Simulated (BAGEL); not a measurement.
# CH7BNP (SMILES CB(N)P) at 4 levels

We compute a comparison of 4 runs (B3LYP/6-31G*, B3LYP/def2-SVP, PBE0/def2-SVP, RI-MP2/def2-SVP) of CH7BNP. 

The results are computed with BAGEL 1.2.2.

2 further runs of the same task are left out: 2 set aside as unsound or not needed.

## Step 1: The molecule

CH7BNP has 11 atoms, charge 0, and is taken as a singlet. SMILES: `CB(N)P`. Geometry: relaxed at PBE0-D4/def2-TZVP. This is one conformer, not always the lowest.

Bond lengths: C1–B2 1.573 Å, B2–N3 1.394 Å, B2–P4 1.937 Å, C1–H5 1.094 Å, C1–H6 1.094 Å, C1–H7 1.095 Å, N3–H8 1.005 Å, N3–H9 1.007 Å, P4–H10 1.420 Å, P4–H11 1.417 Å. Some angles: C1–B2–N3 120.8°, C1–B2–P4 119.5°, N3–B2–P4 119.5°, B2–C1–H5 111.6°, B2–C1–H6 113.3°, B2–C1–H7 110.2°, B2–N3–H8 124.1°, B2–N3–H9 122.3°, B2–P4–H10 98.9°, B2–P4–H11 97.1°.

## Step 2: A single-point energy at B3LYP/6-31G(d) (density fitting with cc-pvqz-jkfit, spherical functions) (run 1)

Contents of calc.json:

```json
{ "bagel" : [

{
  "title" : "molecule",
  "basis" : "6-31gs.json",
  "df_basis" : "cc-pvqz-jkfit",
  "angstrom" : "true",
  "geometry" : [
    { "atom" : "C", "xyz" : [      -1.093200,       0.922600,      -0.128000 ] },
    { "atom" : "B", "xyz" : [       0.002900,      -0.179800,       0.111900 ] },
    { "atom" : "N", "xyz" : [       0.427100,      -0.495900,       1.401400 ] },
    { "atom" : "P", "xyz" : [       0.670900,      -1.204900,      -1.389100 ] },
    { "atom" : "H", "xyz" : [      -1.903500,       0.553200,      -0.763700 ] },
    { "atom" : "H", "xyz" : [      -1.537000,       1.299300,       0.798300 ] },
    { "atom" : "H", "xyz" : [      -0.659600,       1.776600,      -0.659200 ] },
    { "atom" : "H", "xyz" : [       1.134100,      -1.179200,       1.611000 ] },
    { "atom" : "H", "xyz" : [       0.043300,      -0.049800,       2.218400 ] },
    { "atom" : "H", "xyz" : [       2.007200,      -1.393300,      -0.948800 ] },
    { "atom" : "H", "xyz" : [       0.973300,      -0.105700,      -2.231400 ] }
  ]
},

{
  "title" : "ks",
  "xc_func" : "b3lyp",
  "charge" : 0
},

{
  "title" : "print",
  "file" : "orbitals.molden",
  "orbitals" : "true"
}

]}
```

The basis set 6-31G* is read from a file made from the Basis Set Exchange's data (not shown).

Run with:

```console
$ BAGEL_NUM_THREADS=1 BAGEL calc.json > calc.out
```

What it wrote:

```text
* using 1 threads per process

  ===============================================================
  ===============================================================

  *** Geometry ***

  { "atom" : "C", "xyz" : [     -2.065849,      1.743461,     -0.241885 ] },
  { "atom" : "B", "xyz" : [      0.005480,     -0.339773,      0.211460 ] },
  { "atom" : "N", "xyz" : [      0.807102,     -0.937115,      2.648262 ] },
  { "atom" : "P", "xyz" : [      1.267817,     -2.276931,     -2.625019 ] },
  { "atom" : "H", "xyz" : [     -3.597094,      1.045396,     -1.443184 ] },
  { "atom" : "H", "xyz" : [     -2.904509,      2.455321,      1.508568 ] },
  { "atom" : "H", "xyz" : [     -1.246463,      3.357287,     -1.245707 ] },
  { "atom" : "H", "xyz" : [      2.143138,     -2.228365,      3.044349 ] },
  { "atom" : "H", "xyz" : [      0.081825,     -0.094108,      4.192168 ] },
  { "atom" : "H", "xyz" : [      3.793058,     -2.632955,     -1.792972 ] },
  { "atom" : "H", "xyz" : [      1.839270,     -0.199744,     -4.216735 ] },

  Number of auxiliary basis functions:      823

  Since a DF basis is specified, we compute 2- and 3-index integrals:
    o Being stored without compression. Storage requirement is 0.036 GB

  Number of basis functions:       74
  Number of electrons      :       40

    * METHOD: MOLECULE                             1.02

  *** Kohn-Sham DFT ***

    * Removing 20578 points whose weight is below 1.00e-10
    * Grid points: 143388

  === Nuclear Repulsion ===
   147.8198704586

       - DIIS with orbital gradients will be used.

  === KS iteration (b3lyp / 6-31gs.json) ===
      0       -431.16808589          0.15113181           0.61
      1       -394.92080065          0.15534982           0.61
      2       -428.64744612          0.16001231           0.61
      3       -448.52028942          0.10037082           0.62
      4       -453.63706632          0.11215554           0.62
      5       -463.12295666          0.02088490           0.61
      6       -463.23337182          0.01148992           0.60
      7       -463.30294426          0.00662281           0.60
      8       -463.31506344          0.00322156           0.61
      9       -463.32035134          0.00136029           0.60
     10       -463.32112235          0.00019543           0.64
     11       -463.32114087          0.00004832           0.60
     12       -463.32114188          0.00001138           0.63
     13       -463.32114193          0.00000219           0.59
     14       -463.32114194          0.00000086           0.60
     15       -463.32114194          0.00000023           0.61
     16       -463.32114194          0.00000010           0.60
     17       -463.32114194          0.00000003           0.60
     18       -463.32114194          0.00000001           0.60
     19       -463.32114194          0.00000000           0.60
    * SCF iteration converged.

    * Permanent dipole moment:
           (   -0.207011,    -0.342750,    -0.956768) a.u.

    * METHOD: KS                                  13.29

    * METHOD: PRINT                                0.01

  ===============================================================
```

Run time: 15 s. Hardware: 1 thread of Intel Xeon Platinum 8259CL at 2.50GHz (Skylake/Cascade Lake), shared host; peak memory 0.52 GiB.

## Step 3: The energy at B3LYP/def2-SVP (density fitting with cc-pvqz-jkfit) (run 2)

Contents of input.json:

```json
{ "bagel" : [

{
  "title" : "molecule",
  "basis" : "svp",
  "df_basis" : "cc-pvqz-jkfit",
  "angstrom" : true,
  "geometry" : [
    { "atom" : "C", "xyz" : [   -1.093200,    0.922600,   -0.128000 ] },
    { "atom" : "B", "xyz" : [    0.002900,   -0.179800,    0.111900 ] },
    { "atom" : "N", "xyz" : [    0.427100,   -0.495900,    1.401400 ] },
    { "atom" : "P", "xyz" : [    0.670900,   -1.204900,   -1.389100 ] },
    { "atom" : "H", "xyz" : [   -1.903500,    0.553200,   -0.763700 ] },
    { "atom" : "H", "xyz" : [   -1.537000,    1.299300,    0.798300 ] },
    { "atom" : "H", "xyz" : [   -0.659600,    1.776600,   -0.659200 ] },
    { "atom" : "H", "xyz" : [    1.134100,   -1.179200,    1.611000 ] },
    { "atom" : "H", "xyz" : [    0.043300,   -0.049800,    2.218400 ] },
    { "atom" : "H", "xyz" : [    2.007200,   -1.393300,   -0.948800 ] },
    { "atom" : "H", "xyz" : [    0.973300,   -0.105700,   -2.231400 ] }
  ]
},
{ "title" : "ks", "xc_func" : "b3lyp", "charge" : 0 },
{ "title" : "print", "file" : "orbitals.molden", "orbitals" : true }

]}
```

Run with:

```console
$ BAGEL_NUM_THREADS=1 BAGEL input.json > input.out
```

What it wrote:

```text
* using 1 threads per process

  ===============================================================
  ===============================================================

  *** Geometry ***

  { "atom" : "C", "xyz" : [     -2.065849,      1.743461,     -0.241885 ] },
  { "atom" : "B", "xyz" : [      0.005480,     -0.339773,      0.211460 ] },
  { "atom" : "N", "xyz" : [      0.807102,     -0.937115,      2.648262 ] },
  { "atom" : "P", "xyz" : [      1.267817,     -2.276931,     -2.625019 ] },
  { "atom" : "H", "xyz" : [     -3.597094,      1.045396,     -1.443184 ] },
  { "atom" : "H", "xyz" : [     -2.904509,      2.455321,      1.508568 ] },
  { "atom" : "H", "xyz" : [     -1.246463,      3.357287,     -1.245707 ] },
  { "atom" : "H", "xyz" : [      2.143138,     -2.228365,      3.044349 ] },
  { "atom" : "H", "xyz" : [      0.081825,     -0.094108,      4.192168 ] },
  { "atom" : "H", "xyz" : [      3.793058,     -2.632955,     -1.792972 ] },
  { "atom" : "H", "xyz" : [      1.839270,     -0.199744,     -4.216735 ] },

  Number of auxiliary basis functions:      823

  Since a DF basis is specified, we compute 2- and 3-index integrals:
    o Being stored without compression. Storage requirement is 0.059 GB

  Number of basis functions:       95
  Number of electrons      :       40

    * METHOD: MOLECULE                             1.05

  *** Kohn-Sham DFT ***

    * Removing 20578 points whose weight is below 1.00e-10
    * Grid points: 143388

  === Nuclear Repulsion ===
   147.8198704586

       - DIIS with orbital gradients will be used.

  === KS iteration (b3lyp / svp) ===
      0       -430.65039084          0.11247781           0.78
      1       -394.85581646          0.14151281           0.74
      2       -428.22671457          0.12697302           0.73
      3       -449.31924416          0.09166921           0.79
      4       -451.52443829          0.09873898           0.74
      5       -462.50922465          0.03444305           0.75
      6       -462.78316295          0.02290087           0.73
      7       -462.90087903          0.02211843           0.74
      8       -463.08422599          0.01189920           0.74
      9       -463.15572171          0.00158732           0.74
     10       -463.15707135          0.00052051           0.75
     11       -463.15723019          0.00015748           0.74
     12       -463.15724286          0.00005207           0.75
     13       -463.15724425          0.00001043           0.74
     14       -463.15724431          0.00000284           0.76
     15       -463.15724431          0.00000247           0.74
     16       -463.15724432          0.00000015           0.74
     17       -463.15724432          0.00000004           0.75
     18       -463.15724432          0.00000002           0.73
     19       -463.15724432          0.00000001           0.74
    * SCF iteration converged.

    * Permanent dipole moment:
           (   -0.183227,    -0.269441,    -0.914505) a.u.

    * METHOD: KS                                  16.31

    * METHOD: PRINT                                0.02

  ===============================================================
```

It took 18 s on 1 thread of Intel Xeon Platinum 8259CL at 2.50GHz (Skylake/Cascade Lake), shared host; peak memory 0.63 GiB.

Run 3 isn't shown in full; the table further down has it.

## Step 4: The energy at RI-MP2/def2-SVP (density fitting with cc-pvqz-jkfit) (run 4)

Contents of job.json:

```json
{ "bagel" : [

{
  "title" : "molecule",
  "basis" : "svp",
  "df_basis" : "cc-pvqz-jkfit",
  "angstrom" : true,
  "geometry" : [
    { "atom" : "C", "xyz" : [      -1.093200,       0.922600,      -0.128000 ] },
    { "atom" : "B", "xyz" : [       0.002900,      -0.179800,       0.111900 ] },
    { "atom" : "N", "xyz" : [       0.427100,      -0.495900,       1.401400 ] },
    { "atom" : "P", "xyz" : [       0.670900,      -1.204900,      -1.389100 ] },
    { "atom" : "H", "xyz" : [      -1.903500,       0.553200,      -0.763700 ] },
    { "atom" : "H", "xyz" : [      -1.537000,       1.299300,       0.798300 ] },
    { "atom" : "H", "xyz" : [      -0.659600,       1.776600,      -0.659200 ] },
    { "atom" : "H", "xyz" : [       1.134100,      -1.179200,       1.611000 ] },
    { "atom" : "H", "xyz" : [       0.043300,      -0.049800,       2.218400 ] },
    { "atom" : "H", "xyz" : [       2.007200,      -1.393300,      -0.948800 ] },
    { "atom" : "H", "xyz" : [       0.973300,      -0.105700,      -2.231400 ] }
  ]
},

{
  "title" : "hf"
},

{
  "title" : "mp2",
  "ncore" : 8
}

]}
```

Run with:

```console
$ BAGEL_NUM_THREADS=1 BAGEL job.json > job.out
```

What it wrote:

```text
* using 1 threads per process

  ===============================================================
  ===============================================================

  *** Geometry ***

  { "atom" : "C", "xyz" : [     -2.065849,      1.743461,     -0.241885 ] },
  { "atom" : "B", "xyz" : [      0.005480,     -0.339773,      0.211460 ] },
  { "atom" : "N", "xyz" : [      0.807102,     -0.937115,      2.648262 ] },
  { "atom" : "P", "xyz" : [      1.267817,     -2.276931,     -2.625019 ] },
  { "atom" : "H", "xyz" : [     -3.597094,      1.045396,     -1.443184 ] },
  { "atom" : "H", "xyz" : [     -2.904509,      2.455321,      1.508568 ] },
  { "atom" : "H", "xyz" : [     -1.246463,      3.357287,     -1.245707 ] },
  { "atom" : "H", "xyz" : [      2.143138,     -2.228365,      3.044349 ] },
  { "atom" : "H", "xyz" : [      0.081825,     -0.094108,      4.192168 ] },
  { "atom" : "H", "xyz" : [      3.793058,     -2.632955,     -1.792972 ] },
  { "atom" : "H", "xyz" : [      1.839270,     -0.199744,     -4.216735 ] },

  Number of auxiliary basis functions:      823

  Since a DF basis is specified, we compute 2- and 3-index integrals:
    o Being stored without compression. Storage requirement is 0.059 GB

  Number of basis functions:       95
  Number of electrons      :       40

    * METHOD: MOLECULE                             1.07

  *** RHF ***

  === Nuclear Repulsion ===
   147.8198704586

      * DIIS with orbital gradients will be used.

  === RHF iteration (svp) ===
      0       -461.45026806          0.01813908           0.17
      1       -461.62649559          0.00967595           0.17
      2       -461.67476330          0.00155112           0.17
      3       -461.67706418          0.00047232           0.17
      4       -461.67721472          0.00009403           0.18
      5       -461.67722960          0.00002506           0.17
      6       -461.67723075          0.00000713           0.17
      7       -461.67723083          0.00000244           0.17
      8       -461.67723084          0.00000093           0.17
      9       -461.67723084          0.00000026           0.17
     10       -461.67723084          0.00000009           0.17
     11       -461.67723084          0.00000004           0.17
     12       -461.67723084          0.00000002           0.17
     13       -461.67723084          0.00000000           0.22
    * SCF iteration converged.

    * Permanent dipole moment:
           (   -0.168072,    -0.317499,    -0.905988) a.u.

    * METHOD: HF                                   2.88

  *** RHF ***

  === Nuclear Repulsion ===
   147.8198704586

      * DIIS with orbital gradients will be used.

  === RHF iteration (svp) ===
      0       -461.67723084          0.00000000           0.16
    * SCF iteration converged.

    * Permanent dipole moment:
           (   -0.168072,    -0.317499,    -0.905988) a.u.

  === DF-MP2 calculation ===

    * freezing 8 orbitals
    * 3-index integral transformation done
    * assembly done

      MP2 correlation energy:   -0.5247988127      0.11

      MP2 total energy:       -462.2020296503

    * METHOD: MP2                                  0.47

  ===============================================================
```

It took 4.8 s on 1 thread of Intel Xeon Platinum 8259CL at 2.50GHz (Skylake/Cascade Lake), shared host; peak memory 0.2 GiB.

## Step 5: All runs side by side

| run | level | frozen core orbitals | energy (Eh) | dipole moment (D) | HOMO energy (eV) | LUMO energy (eV) | wall time |
| --- | --- | --- | --- | --- | --- | --- | --- |
| 1 | B3LYP/6-31G* (density fitting with cc-pvqz-jkfit, spherical functions) | – | -463.321142 | 2.64 | -6.42 | 0.64 | 15 s |
| 2 | B3LYP/def2-SVP (density fitting with cc-pvqz-jkfit) | – | -463.157244 | 2.47 | -6.47 | 0.46 | 18 s |
| 3 | PBE0/def2-SVP (density fitting with cc-pvqz-jkfit) | – | -462.852603 | 2.55 | -6.73 | 0.63 | 17 s |
| 4 | RI-MP2/def2-SVP (density fitting with cc-pvqz-jkfit) | 8 | -462.202030 | – | – | – | 4.8 s |

## Step 6: Results

| quantity | value |
| --- | --- |
| run 4: total energy | -462.20203 Eh |
| run 4: correlation energy (8 core orbitals frozen) | -524.8 mEh |

Over runs 1, 2, 3 the dipole moment (its size) runs from 2.47 D (B3LYP/def2-SVP) to 2.64 D (B3LYP/6-31G*). Over runs 1, 2, 3 the HOMO–LUMO gap runs from 6.93 eV (B3LYP/def2-SVP) to 7.36 eV (PBE0/def2-SVP). Totals of different functionals can't be ranked against each other. All runs together took 55 s, the longest 18 s.
